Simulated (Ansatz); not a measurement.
# H6Si2: the cost of one run

Program: Ansatz 0.2.0, Gaussian basis. Level of theory: PBE0-D4/def2-TZVP structures, single points in def2-TZVPP, no counterpoise correction. These are calculated values, not measurements.

Levels: SPW92, PBE-D4, BLYP-D4, r2SCAN-D4, B97M-V, PBE0-D4, B3LYP-D4, r2SCAN0-D4, BHLYP-D4, CAM-B3LYP-D4, wB97X-V, wB97M-V, B2PLYP, PBE-QIDH, RPA on PBE, Hartree-Fock, MP2, CCSD, CCSD(T).

Correlated methods freeze the cores. B3LYP uses VWN-RPA correlation. B2PLYP carries no dispersion term here.

94 further runs of the same task are left out: 94 set aside as unsound or not needed.

## Step 1: Where the work starts

The complex: 14 atoms, charge 0, spin multiplicity 1.

Atoms are counted from 1 here; the program's logs count them from 0.

Bond lengths: Si1–Si2 2.342 Å, Si1–H3 1.489 Å, Si1–H4 1.488 Å, Si1–H5 1.491 Å, Si2–H9 1.487 Å, Si2–H10 1.485 Å, Si2–H11 1.491 Å, H6–O7 0.960 Å, O7–C8 1.412 Å, C8–H12 1.090 Å, C8–H13 1.096 Å, C8–H14 1.095 Å. Angles: Si2–Si1–H3 111.4°, Si2–Si1–H4 111.3°, Si2–Si1–H5 111.0°, H3–Si1–H4 108.7°, H3–Si1–H5 107.1°, H4–Si1–H5 107.3°, Si1–Si2–H9 111.0°, Si1–Si2–H10 111.0°, Si1–Si2–H11 110.1°, H9–Si2–H10 109.5°, H9–Si2–H11 107.4°, H10–Si2–H11 107.7°, H6–O7–C8 109.1°, O7–C8–H12 106.9°, O7–C8–H13 112.1°, O7–C8–H14 111.8°, H12–C8–H13 108.3°, H12–C8–H14 108.4° and more.

Coordinates:

```mol
CH10OSi2
  3D, bonds by distance, orders not assigned

 14 12  0  0  0  0  0  0  0  0999 V2000
   -1.3193   -1.2549    0.1673 Si  0  0
    0.1000   -0.5515    1.8921 Si  0  0
   -0.6045   -2.1333   -0.7989 H   0  0
   -1.8877   -0.0960   -0.5730 H   0  0
   -2.4663   -2.0404    0.7072 H   0  0
    1.3174   -0.2865   -1.5877 H   0  0
    1.0909    0.2944   -0.8580 O   0  0
    0.7162    1.5562   -1.3701 C   0  0
    0.2727    0.9248    1.8700 H   0  0
    1.4288   -1.2078    1.7897 H   0  0
   -0.4842   -0.9129    3.2159 H   0  0
    0.4432    2.1758   -0.5158 H   0  0
   -0.1497    1.4897   -2.0381 H   0  0
    1.5424    2.0425   -1.9002 H   0  0
  1  2  8  0
  1  3  8  0
  1  4  8  0
  1  5  8  0
  2  9  8  0
  2 10  8  0
  2 11  8  0
  6  7  8  0
  7  8  8  0
  8 12  8  0
  8 13  8  0
  8 14  8  0
M  END
```

Its parts: Si₂H₆ holds atoms 1, 2, 3, 4, 5, 9, 10, 11; CH₄O holds atoms 6, 7, 8, 12, 13, 14. Each part counts its atoms afresh in its own runs.

## Step 2: Relaxing Si₂H₆ alone

File relax-a/in.yaml:

```yaml
crystal:
  periodic: [false, false, false]
  atoms:
    - {symbol: Si, position_ang: [-1.319291, -1.254942, 0.167349]}
    - {symbol: Si, position_ang: [0.100031, -0.551548, 1.892065]}
    - {symbol: H, position_ang: [-0.604535, -2.133275, -0.798876]}
    - {symbol: H, position_ang: [-1.887690, -0.095953, -0.573015]}
    - {symbol: H, position_ang: [-2.466250, -2.040383, 0.707249]}
    - {symbol: H, position_ang: [0.272674, 0.924815, 1.869981]}
    - {symbol: H, position_ang: [1.428752, -1.207816, 1.789703]}
    - {symbol: H, position_ang: [-0.484185, -0.912937, 3.215881]}
basis:
  gaussian: {orbitals: def2-TZVP}
hamiltonian: {xc: pbe0, dispersion: d4}
relax: {f_tol: 0.005, max_steps: 200}
```

Run with:

```console
> ansatz run in.yaml --threads 8 --pin off --events-out ev --progress --plain --max-ram 19148MiB
```

**Question.** How long does this run take on 8 threads of Arm Neoverse V1, shared host?

About 6.5 s.
